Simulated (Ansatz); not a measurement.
# C2H9NSi2: the cost of one run

Method: functionals in def2-TZVPP, the program's frozen cores in correlated methods; program: Ansatz 0.2.0, Gaussian basis.

The runs, in order: PBE-D4, r2SCAN-D4, PBE0-D4, B3LYP-D4, ωB97X-V, ωB97M-V, B2PLYP; CCSD(T)/def2-TZVPP; MP2/def2-QZVPP; extrapolation to the limit.

## (1) The geometry

An earlier PBE0-D4 in a triple-zeta def2 set relaxation fixed the geometry.

14 atoms, charge 0, spin multiplicity 1.

Atoms are counted from 1 here; the program's logs count them from 0.

Bond lengths: N1–C2 1.445 Å, N1–H6 1.012 Å, N1–H7 1.014 Å, C2–C3 1.558 Å, C2–Si5 1.916 Å, C2–H8 1.099 Å, C3–Si4 1.906 Å, C3–H9 1.093 Å, C3–H10 1.097 Å, Si4–Si5 2.325 Å, Si4–H11 1.489 Å, Si4–H12 1.487 Å, Si5–H13 1.487 Å, Si5–H14 1.492 Å. Angles: C2–N1–H6 110.9°, C2–N1–H7 111.3°, H6–N1–H7 107.3°, N1–C2–C3 119.2°, N1–C2–Si5 118.4°, N1–C2–H8 107.8°, C3–C2–Si5 97.9°, C3–C2–H8 107.3°, Si5–C2–H8 104.8°, C2–C3–Si4 98.8°, C2–C3–H9 114.2°, C2–C3–H10 109.3°, Si4–C3–H9 118.9°, Si4–C3–H10 107.5°, H9–C3–H10 107.7°, C3–Si4–Si5 76.2°, C3–Si4–H11 112.7°, C3–Si4–H12 116.8° and more.

## (2) PBE-D4 (GGA)

in.yaml reads:

```yaml
crystal:
  periodic: [false, false, false]
  atoms:
    - {symbol: N, position_ang: [-0.622237, 1.862845, 0.798182]}
    - {symbol: C, position_ang: [-0.377131, 0.454162, 0.587159]}
    - {symbol: C, position_ang: [-0.805002, -0.198992, -0.761308]}
    - {symbol: Si, position_ang: [0.340250, -1.721978, -0.722120]}
    - {symbol: Si, position_ang: [1.433068, -0.171412, 0.621844]}
    - {symbol: H, position_ang: [-0.119680, 2.423021, 0.121110]}
    - {symbol: H, position_ang: [-1.606883, 2.084774, 0.701045]}
    - {symbol: H, position_ang: [-0.879944, -0.098304, 1.392668]}
    - {symbol: H, position_ang: [-1.882840, -0.351662, -0.862708]}
    - {symbol: H, position_ang: [-0.478196, 0.437547, -1.592547]}
    - {symbol: H, position_ang: [-0.258415, -2.872099, 0.009192]}
    - {symbol: H, position_ang: [0.867797, -2.197982, -2.027831]}
    - {symbol: H, position_ang: [2.075132, -0.423338, 1.939296]}
    - {symbol: H, position_ang: [2.300981, 0.744418, -0.175182]}
basis:
  gaussian: {orbitals: def2-TZVPP}
hamiltonian: {xc: pbe, dispersion: d4}
output: {forces: true, orbitals: {seedname: orbitals}}
```

Command:

```bash
ansatz run in.yaml --threads 4 --pin off --events-out ev --progress --plain --max-ram 10444MiB
```

**Question.** How long does this run take on 4 threads of Arm Neoverse V1, shared host, and how much memory does it need?

About 3.7 s, with a peak of 0.47 GiB.
